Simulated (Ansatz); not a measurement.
Crystal: GaB.

```
Ga B
1.0
     2.71824    0.00000    0.00000
     0.00000    2.71824    0.00000
     0.00000    0.00000    3.23621
Ga B
1 1
Direct
  0.50000 0.50000 0.50000
  0.00000 0.00000 0.00000
```

The cell was built by a generator and needn't be a form met in nature.

Base run:

* Program: Ansatz 0.2.0
* Functional: BLYP
* Potentials or basis: Ansatz PAW
* Cutoff: 420 eV
* Density cutoff: 1680 eV
* k mesh: 10 × 10 × 8
* Occupations: fermi-dirac, width 0.05 eV
* Spin: no spin polarisation

Its results: band gap on the k mesh none (metal or under the smearing width); pressure 8.0 GPa.

Problem. The run is repeated on the same cell with these changes: functional from BLYP to RPBE. What comes out?

Solution. Band gap on the k mesh none (metal or under the smearing width); pressure 2.4 GPa.

Caveats: the potentials were made for another functional, which shifts forces and pressure; the PAW data sets come from PBE, with cores solved anew for the run's functional, which leaves a small shift of forces and pressure.

Not every run made on this cell is shown here.
